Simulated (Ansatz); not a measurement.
Born–Oppenheimer molecular dynamics of a periodic cell of 26 atoms, KAl3H6S2O14 (host KAl3H6S2O14, host structure R-3m). It starts from an unrelaxed structure (largest force component 27.67 eV/Å).

Level of theory: DFT PBEsol, scalar-relativistic, plane waves, PAW in Ansatz. Settings: cutoff 420 eV, k mesh 2x2x2, fermi-dirac smearing 0.05 eV, no spin polarisation.

| Property | Result |
| --- | --- |
| ensemble | NVE (velocity Verlet) |
| time step | 0.5 fs |
| steps asked | 60 |
| starting velocities drawn for | 1800 K |
| seed | 540865 |

First frame:

```xyz
26
Lattice="3.5802 2.0670 5.8558 -3.5802 2.0670 5.8558 0.0000 -4.1341 5.8558" Properties=species:S:1:pos:R:3
K 0.000 0.000 0.000
Al 1.790 1.034 2.928
Al -1.790 1.034 2.928
Al 0.000 -2.067 2.928
H -1.711 0.988 7.964
H 0.000 -1.976 7.964
H 1.711 0.988 7.964
H 1.711 -0.988 9.604
H -1.711 -0.988 9.604
H 0.000 1.976 9.604
S 0.000 0.000 5.321
S 0.000 0.000 12.246
O 0.000 0.000 6.801
O 0.000 0.000 10.766
O -1.240 0.716 4.802
O 0.000 -1.432 4.802
O 1.240 0.716 4.802
O 1.240 -0.716 12.765
O -1.240 -0.716 12.765
O 0.000 1.432 12.765
O -2.228 1.286 8.360
O 0.000 -2.573 8.360
O 2.228 1.286 8.360
O 2.228 -1.286 9.207
O -2.228 -1.286 9.207
O 0.000 2.573 9.207
```

(1) What does the run give?

(2) What happens to the structure?

(3) How do temperature and energy run in time?

## Answers

(1) The run went to its last step.

| Property | Result |
| --- | --- |
| steps done | 60 |
| time covered | 30 fs |
| mean temperature over the second half | 2944 K |
| spread of the potential energy over the second half | 127.9 meV per atom |
| mean potential energy of the second half above the start | -173.1 meV per atom |

The conserved energy changed by up to 54 meV per atom, so the integration failed, and the later frames carry no physical meaning.

(2) Mean squared displacements from the first frame to the last, about the centre of mass: K 0.07 Å², Al 0.05 Å², H 2.11 Å², S 0.01 Å², O 0.05 Å². Another seed would give other details.

(3) 
```json
{"time (fs)": "0.0", "T (K)": "1800", "potential energy less start (eV)": "0.000", "conserved less start (meV/atom)": "0.00"}
{"time (fs)": "1.0", "T (K)": "6321", "potential energy less start (eV)": "-16.003", "conserved less start (meV/atom)": "-53.55"}
{"time (fs)": "2.0", "T (K)": "6667", "potential energy less start (eV)": "-16.596", "conserved less start (meV/atom)": "-33.38"}
{"time (fs)": "3.0", "T (K)": "4748", "potential energy less start (eV)": "-10.269", "conserved less start (meV/atom)": "-28.54"}
{"time (fs)": "4.0", "T (K)": "3157", "potential energy less start (eV)": "-5.124", "conserved less start (meV/atom)": "-28.42"}
{"time (fs)": "5.0", "T (K)": "2072", "potential energy less start (eV)": "-1.624", "conserved less start (meV/atom)": "-28.69"}
{"time (fs)": "6.0", "T (K)": "1377", "potential energy less start (eV)": "0.616", "conserved less start (meV/atom)": "-28.85"}
{"time (fs)": "7.0", "T (K)": "1000", "potential energy less start (eV)": "1.834", "conserved less start (meV/atom)": "-28.91"}
{"time (fs)": "8.0", "T (K)": "907", "potential energy less start (eV)": "2.134", "conserved less start (meV/atom)": "-28.96"}
{"time (fs)": "9.0", "T (K)": "1070", "potential energy less start (eV)": "1.603", "conserved less start (meV/atom)": "-29.02"}
{"time (fs)": "10.0", "T (K)": "1456", "potential energy less start (eV)": "0.356", "conserved less start (meV/atom)": "-29.10"}
{"time (fs)": "11.0", "T (K)": "2026", "potential energy less start (eV)": "-1.487", "conserved less start (meV/atom)": "-29.13"}
{"time (fs)": "12.0", "T (K)": "2765", "potential energy less start (eV)": "-3.873", "conserved less start (meV/atom)": "-29.06"}
{"time (fs)": "13.0", "T (K)": "3697", "potential energy less start (eV)": "-6.886", "conserved less start (meV/atom)": "-29.02"}
{"time (fs)": "14.0", "T (K)": "4810", "potential energy less start (eV)": "-10.510", "conserved less start (meV/atom)": "-30.18"}
{"time (fs)": "15.0", "T (K)": "5421", "potential energy less start (eV)": "-12.673", "conserved less start (meV/atom)": "-37.44"}
{"time (fs)": "16.0", "T (K)": "3348", "potential energy less start (eV)": "-5.842", "conserved less start (meV/atom)": "-32.25"}
{"time (fs)": "17.0", "T (K)": "3026", "potential energy less start (eV)": "-4.749", "conserved less start (meV/atom)": "-30.28"}
{"time (fs)": "18.0", "T (K)": "4878", "potential energy less start (eV)": "-10.961", "conserved less start (meV/atom)": "-39.05"}
{"time (fs)": "19.0", "T (K)": "4186", "potential energy less start (eV)": "-8.456", "conserved less start (meV/atom)": "-28.68"}
{"time (fs)": "20.0", "T (K)": "3592", "potential energy less start (eV)": "-6.575", "conserved less start (meV/atom)": "-30.16"}
{"time (fs)": "21.0", "T (K)": "2947", "potential energy less start (eV)": "-4.458", "conserved less start (meV/atom)": "-28.93"}
{"time (fs)": "22.0", "T (K)": "2478", "potential energy less start (eV)": "-2.941", "conserved less start (meV/atom)": "-28.85"}
{"time (fs)": "23.0", "T (K)": "2224", "potential energy less start (eV)": "-2.145", "conserved less start (meV/atom)": "-29.78"}
{"time (fs)": "24.0", "T (K)": "1888", "potential energy less start (eV)": "-1.061", "conserved less start (meV/atom)": "-29.83"}
{"time (fs)": "25.0", "T (K)": "1747", "potential energy less start (eV)": "-0.570", "conserved less start (meV/atom)": "-28.55"}
{"time (fs)": "26.0", "T (K)": "2203", "potential energy less start (eV)": "-2.094", "conserved less start (meV/atom)": "-30.41"}
{"time (fs)": "27.0", "T (K)": "2510", "potential energy less start (eV)": "-3.112", "conserved less start (meV/atom)": "-31.40"}
{"time (fs)": "28.0", "T (K)": "2250", "potential energy less start (eV)": "-2.244", "conserved less start (meV/atom)": "-30.39"}
{"time (fs)": "29.0", "T (K)": "2267", "potential energy less start (eV)": "-2.270", "conserved less start (meV/atom)": "-29.22"}
{"time (fs)": "30.0", "T (K)": "2732", "potential energy less start (eV)": "-3.840", "conserved less start (meV/atom)": "-31.86"}
```

Run time: 7 min on 1 thread of Arm Neoverse V2, with other jobs on the host, peak memory 0.63 GiB.
